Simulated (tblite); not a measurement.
# C5H15NP2: the cost of one run

The runs use tblite 0.8.0 and PySCF 2.14.0, with density-fitted response routines of our own; the level of theory stands in each step. All values are computed, except where a source is named. Atoms are numbered from 0 throughout.

### Step 1. The molecule as given

23 atoms, charge 0, multiplicity 1; geometry from: force field or distance geometry start.

Bonds of the start (Å): C0–C1 1.51, C1–N2 1.40, N2–C3 1.42, N2–P4 1.76, P4–C5 1.87, P4–C6 1.83, C6–P7 1.84, C0–H8 1.11, C0–H9 1.12, C0–H10 1.12, C1–H11 1.13, C1–H12 1.13, C3–H13 1.11, C3–H14 1.13, C3–H15 1.13, C5–H16 1.13, C5–H17 1.10, C5–H18 1.10, C6–H19 1.12, C6–H20 1.13, P7–H21 1.47, P7–H22 1.44.

### Step 2. Relaxing the molecule with GFN2-xTB

Job settings and geometry (Å):

```
{"job": {"kind": "relax", "xc": "GFN2-xTB", "basis": "xTB"}, "charge": 0, "multiplicity": 1}
C      3.064100    -0.343600    -0.311700
C      1.651200    -0.753100     0.008900
N      0.654400     0.198400    -0.218700
C      0.622300     1.370700     0.584100
P     -0.899200    -0.395000    -0.803000
C     -0.972100    -2.204100    -0.322500
C     -2.395000     0.400800    -0.115700
P     -2.312000     2.222300     0.097700
H      3.554500    -1.208200    -0.802500
H      3.091400     0.507900    -1.033100
H      3.687200    -0.132400     0.592500
H      1.437900    -1.698200    -0.565900
H      1.634700    -1.053600     1.096100
H      0.369700     2.300100     0.042100
H     -0.082500     1.182400     1.441000
H      1.606400     1.594000     1.100200
H     -0.821900    -2.329000     0.792200
H     -0.248500    -2.805600    -0.886800
H     -2.015700    -2.521000    -0.496200
H     -3.252200     0.199300    -0.810500
H     -2.707400    -0.138000     0.823300
H     -3.429100     2.679700     0.934200
H     -2.242900     2.953100    -1.135500
```

The run is started by

```console
$ OMP_NUM_THREADS=1 python probes_run.py task.json out
```

The driver reads the jobs from task.json and runs them one after another.

**Question.** How long does this first job take on 1 thread of Arm Neoverse V1, shared host, and how much memory does it need?

About 1.8 s, with a peak of 0.17 GiB.
